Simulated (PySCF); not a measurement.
# CeH4N2 (Ce(NH2)22+): the cost of one run

Program: PySCF 2.14.0. Level of theory: PBE0, Ce def2-SVP with ECP28, N def2-SVP, H def2-SVP; scalar-relativistic core potentials, no spin–orbit coupling. These are calculated values, not measurements.

**1. The starting structure**

7 atoms, charge 2, spin multiplicity 1.

Bond lengths: Ce1–N2 2.026 Å, Ce1–H3 2.767 Å, Ce1–H4 2.767 Å, Ce1–N5 2.026 Å, Ce1–H6 2.767 Å, Ce1–H7 2.767 Å, N2–H3 1.035 Å, N2–H4 1.035 Å, N5–H6 1.035 Å, N5–H7 1.035 Å. Angles: N2–Ce1–H3 17.6°, N2–Ce1–H4 17.6°, N2–Ce1–N5 116.2°, N2–Ce1–H6 115.7°, N2–Ce1–H7 115.7°, H3–Ce1–H4 35.1°, H3–Ce1–N5 115.7°, H3–Ce1–H6 121.1°, H3–Ce1–H7 109.5°, H4–Ce1–N5 115.7°, H4–Ce1–H6 109.5°, H4–Ce1–H7 121.1°, N5–Ce1–H6 17.6°, N5–Ce1–H7 17.6°, H6–Ce1–H7 35.1°, Ce1–N2–H3 126.2°, Ce1–N2–H4 126.2°, H3–N2–H4 107.4° and more.

As a file:

```csv
atom,x (Å),y (Å),z (Å)
Ce1,0.0000,0.0000,-0.3431
N2,1.7200,0.0000,0.7285
H3,2.2605,-0.8343,1.0176
H4,2.2605,0.8343,1.0176
N5,-1.7200,0.0000,0.7285
H6,-2.2605,0.8343,1.0176
H7,-2.2605,-0.8343,1.0176
```

Formal oxidation states: Ce +4. An earlier session relaxed this geometry at PBE0, Ce def2-SVP with ECP28, N def2-SVP, H def2-SVP (singlet, point group C2v). Its vibrations showed it to be a saddle point, relaxed within its symmetry.

Its energy there is -586.063579 Eh.

**2. One electron removed, multiplicity 2**

run.py (the lines that set the calculation) reads:

```python
mol = gto.M(atom='''
Ce     0.00000     0.00000    -0.34312
N      1.71995     0.00000     0.72847
H      2.26047    -0.83431     1.01762
H      2.26047     0.83431     1.01762
N     -1.71995     0.00000     0.72847
H     -2.26047     0.83431     1.01762
H     -2.26047    -0.83431     1.01762''',
    basis={'Ce': 'def2-SVP', 'N': 'def2-SVP', 'H': 'def2-SVP'},
    ecp={'Ce': 'def2-SVP'},
    charge=3, spin=1)
mf = dft.UKS(mol, xc='PBE0')
mf.grids.atom_grid = (50, 194)  # f atoms: unpruned, at least (60, 302)
mf = mf.density_fit()  # fitting sets: Ce def2-universal-JKFIT, N def2-universal-JKFIT, H def2-universal-JKFIT
mf.conv_tol = 1e-08; mf.max_cycle = 55
mf.kernel(dm0)  # dm0: the density of the relaxed state
```

Launch:

```console
> OMP_NUM_THREADS=2 python run.py
```

**Question.** How long does this run take on 2 threads of Intel Xeon at 2.50GHz (Skylake/Cascade Lake), shared host?

About 9.4 min.
